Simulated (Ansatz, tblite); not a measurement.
**The cluster ZrGe12+: one state, many levels**

Aim: run the doublet of the cluster ZrGe12+ at one geometry on many levels, and compare frontier levels, spin and run time.

Method: as each input shows; program: Ansatz 0.2.0, Gaussian basis.

Levels to be run: GFN1-xTB, GFN2-xTB, PBE-D4/def2-TZVP, r2SCAN-D4/def2-TZVP, HF/def2-TZVP, PBE-D4/def2-SVP, PBE0-D4/def2-SVP, MP2/def2-SVP, RPA/def2-SVP.

6 further runs of the same task are left out: 1 that didn't finish, 5 set aside as unsound or not needed. Runs told in other sessions of the task aren't counted.

### 1 The geometry

The geometry is that of the doublet, from an earlier relaxation (PBE-D4/def2-SVP). At that level it is the lowest of the isomers that a small search found.

13 atoms, charge 1, spin multiplicity 2.

Bond lengths: Zr1–Ge2 3.077 Å, Zr1–Ge3 2.856 Å, Zr1–Ge4 3.005 Å, Zr1–Ge5 3.120 Å, Zr1–Ge6 2.734 Å, Zr1–Ge7 2.861 Å, Zr1–Ge8 2.985 Å, Zr1–Ge9 3.411 Å, Zr1–Ge10 3.385 Å, Zr1–Ge11 3.341 Å, Zr1–Ge12 2.826 Å, Zr1–Ge13 3.215 Å, Ge2–Ge3 2.568 Å, Ge2–Ge7 2.865 Å, Ge2–Ge9 2.568 Å, Ge2–Ge10 2.619 Å, Ge3–Ge4 2.485 Å, Ge3–Ge5 2.590 Å and more. Angles: Ge2–Zr1–Ge3 51.1°, Ge2–Zr1–Ge4 100.1°, Ge2–Zr1–Ge5 62.5°, Ge2–Zr1–Ge6 99.4°, Ge2–Zr1–Ge7 57.5°, Ge2–Zr1–Ge8 120.0°, Ge2–Zr1–Ge9 46.3°, Ge2–Zr1–Ge10 47.5°, Ge2–Zr1–Ge11 74.6°, Ge2–Zr1–Ge12 91.3°, Ge2–Zr1–Ge13 87.0°, Ge3–Zr1–Ge4 50.1°, Ge3–Zr1–Ge5 51.1°, Ge3–Zr1–Ge6 101.4°, Ge3–Zr1–Ge7 108.3°, Ge3–Zr1–Ge8 92.2°, Ge3–Zr1–Ge9 67.8°, Ge3–Zr1–Ge10 80.9° and more.

Zr takes a core potential in the def2 sets. No spin-orbit coupling is included. The ion is computed in the gas phase, without counter-ions or solvent.

PBE0-D4/def2-TZVP was run before; its log isn't repeated, and its numbers join the tables.

### 2 GFN1-xTB

Tight binding, by tblite at 300 K electronic temperature and without a spin-polarisation term:

```python
tblite.interface.Calculator('GFN1-xTB', numbers, positions, charge=1, uhf=1).singlepoint()
```

Energy -574.8166 eV; 0.09 s.

### 3 GFN2-xTB

Tight binding, by tblite at 300 K electronic temperature and without a spin-polarisation term:

```python
tblite.interface.Calculator('GFN2-xTB', numbers, positions, charge=1, uhf=1).singlepoint()
```

Energy -678.4803 eV; 0.2 s.

### 4 PBE-D4/def2-TZVP

start.molden holds the orbitals of an earlier run on this state, given as this run's starting guess.

Input file in.yaml:

```yaml
crystal:
  periodic: [false, false, false]
  atoms:
    - {symbol: Zr, position_ang: [0.512839, -0.103994, 0.692891]}
    - {symbol: Ge, position_ang: [-1.761087, -0.042530, -1.379786]}
    - {symbol: Ge, position_ang: [-0.434127, 2.095234, -0.864200]}
    - {symbol: Ge, position_ang: [1.779473, 2.568665, 0.161416]}
    - {symbol: Ge, position_ang: [-1.895271, 1.799556, 1.253950]}
    - {symbol: Ge, position_ang: [-0.959015, 0.176421, 2.979443]}
    - {symbol: Ge, position_ang: [-0.813779, -2.475572, -0.201077]}
    - {symbol: Ge, position_ang: [3.333270, 0.345240, -0.175050]}
    - {symbol: Ge, position_ang: [0.328204, -0.863006, -2.627832]}
    - {symbol: Ge, position_ang: [-2.815654, -0.673899, 0.933435]}
    - {symbol: Ge, position_ang: [1.891899, 1.109711, -2.098216]}
    - {symbol: Ge, position_ang: [2.100004, -1.712183, -1.003763]}
    - {symbol: Ge, position_ang: [-1.266747, -2.223643, 2.328788]}
basis:
  gaussian: {orbitals: def2-TZVP, fitting: {mean_field: def2-universal-jkfit}, initial_orbitals: start.molden}
total_charge: 1
magnetization: {spin_polarized: true, initial_magnetization: 1}
hamiltonian: {xc: pbe, dispersion: d4}
scf: {omitted_lower_state_checks: [starts]}
output: {forces: true, orbitals: {seedname: orbitals}}
```

On the command line:

```sh
ansatz run in.yaml --threads 2 --pin off --events-out ev --progress --plain --max-ram 32768MiB --backend cuda --devices 0, --max-vram 18GiB
```

The runs that follow: r2SCAN-D4/def2-TZVP; HF/def2-TZVP; PBE-D4/def2-SVP; PBE0-D4/def2-SVP; MP2/def2-SVP; RPA/def2-SVP.

**Question.** What will the summary of the whole plan be? Wanted: gap in def2-TZVP, named functionals and Hartree-Fock, smallest and largest; correlation energy, MP2/def2-SVP; ⟨S²⟩ in def2-TZVP, named functionals and Hartree-Fock, smallest and largest; PBE0 total energy, smallest basis above largest.

**Answer**, as computed:

```
                                                                   quantity                           value
 gap in def2-TZVP, named functionals and Hartree-Fock, smallest and largest  0.30 eV (PBE-D4), 5.55 eV (HF)
                                           correlation energy, MP2/def2-SVP                       -85.68 eV
⟨S²⟩ in def2-TZVP, named functionals and Hartree-Fock, smallest and largest                    0.761, 1.924
                            PBE0 total energy, smallest basis above largest  85.79 eV (def2-SVP, def2-TZVP)
```

**Reading.** Over the named functionals and Hartree-Fock in def2-TZVP the gap runs from 0.30 eV (PBE-D4) to 5.55 eV (HF); exact exchange widens it. Over the named functionals and Hartree-Fock in def2-TZVP spin contamination reaches 1.17 (HF), so some levels may describe another state.
